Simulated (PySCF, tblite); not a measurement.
# C₆H₁₃BN₂O: geometry, infrared bands and NMR shifts

What infrared bands and NMR shifts should C₆H₁₃BN₂O (`C=CC/C(C)=C\OB(N)N`) show?

Programs: tblite 0.8.0 and PySCF 2.14.0, with density-fitted response routines of our own. Each step states its level of theory. These are calculated values for one molecule in the gas phase, unless marked as measured. Atoms are numbered from 0 throughout.

### Step 1. The starting structure

23 atoms, charge 0, multiplicity 1; geometry from: force field or distance geometry start.

Bonds of the start (Å): C0–C1 1.33, C1–C2 1.52, C2–C3 1.49, C3–C4 1.52, C3–C5 1.34, C5–O6 1.40, O6–B7 1.49, B7–N8 1.52, B7–N9 1.53, C0–H10 1.09, C0–H11 1.09, C1–H12 1.07, C2–H13 1.11, C2–H14 1.13, C4–H15 1.11, C4–H16 1.11, C4–H17 1.11, C5–H18 1.09, N8–H19 1.05, N8–H20 1.05, N9–H21 1.04, N9–H22 1.05.

### Step 2. Geometry optimisation with GFN2-xTB

Job settings and geometry (Å):

```
{"job": {"kind": "relax", "xc": "GFN2-xTB", "basis": "xTB"}, "charge": 0, "multiplicity": 1}
C     -2.677200     0.563600    -1.473100
C     -1.521300     1.179400    -1.263400
C     -1.075400     1.577300     0.131800
C     -0.774900     0.377700     0.969600
C     -1.710700    -0.031700     2.092300
C      0.322000    -0.362200     0.756100
O      1.218500    -0.018000    -0.265700
B      2.450900    -0.805300    -0.564800
N      3.381600    -0.343100    -1.675400
N      2.776800    -2.071300     0.225800
H     -3.363100     0.340300    -0.652900
H     -2.977100     0.285600    -2.479200
H     -0.870300     1.393200    -2.085300
H     -0.177600     2.224900     0.056800
H     -1.886700     2.208500     0.592800
H     -2.081200    -1.061600     1.921800
H     -1.176000     0.009700     3.062100
H     -2.589400     0.640700     2.139600
H      0.523000    -1.223100     1.389600
H      3.671400     0.636600    -1.432300
H      2.804600    -0.279100    -2.546700
H      2.041400    -2.772100     0.000800
H      3.686000    -2.442900    -0.138100
```

Launch:

```sh
$ OMP_NUM_THREADS=1 python probes_run.py task.json out
```

This one command runs all jobs of the session in turn.

**Question.** This job is followed by: GFN2-xTB harmonic vibrations, gas phase; GIAO PBE0/pcSseg-1 NMR shielding, non-relativistic, gas phase. What will the session give for the following? strongest single infrared mode (GFN2-xTB); zero-point energy (GFN2-xTB); ¹³C shifts against TMS (PBE0/pcSseg-1); ¹H shifts against TMS (PBE0/pcSseg-1, means over atoms taken as alike); ¹⁷O shifts against H2O (PBE0/pcSseg-1); ¹¹B shifts against BF3·OEt2 (PBE0/pcSseg-1); ¹⁵N shifts against NH3 (PBE0/pcSseg-1, means over atoms taken as alike); surface potential, 1st and 99th percentile.

As calculated:

```
                                                               quantity                                         value
                              strongest single infrared mode (GFN2-xTB)                         1272 cm⁻¹, 946 km/mol
                                           zero-point energy (GFN2-xTB)                                118.5 kcal/mol
                                 ¹³C shifts against TMS (PBE0/pcSseg-1)    148.0, 140.4, 122.3, 121.0, 39.6, 19.2 ppm
 ¹H shifts against TMS (PBE0/pcSseg-1, means over atoms taken as alike)  6.47, 5.90, 5.34, 5.25, 3.12, 1.65, 1.64 ppm
                                 ¹⁷O shifts against H2O (PBE0/pcSseg-1)                                     145.5 ppm
                            ¹¹B shifts against BF3·OEt2 (PBE0/pcSseg-1)                                      19.9 ppm
¹⁵N shifts against NH3 (PBE0/pcSseg-1, means over atoms taken as alike)                                      45.1 ppm
                                  surface potential, 1st and 99th percentile                            -1.08 V and 1.59 V
```

The optimisation took 219 steps and gained 1.513 eV; among the close pairs (by a distance rule), B7–N9 changed most, from 1.528 to 1.414 Å. No mode is imaginary among the 63: a minimum at this level. The strongest single mode, at 1272 cm⁻¹, is spread over many atoms; the largest shares are those of B7, O6. Unscaled tight-binding wavenumbers are off by several per cent, some by more. Its intensities can rank the bands wrongly. At PBE0/pcSseg-1: The widest tensor belongs to C1: span 236 ppm, with a paramagnetic part of -218 ppm.
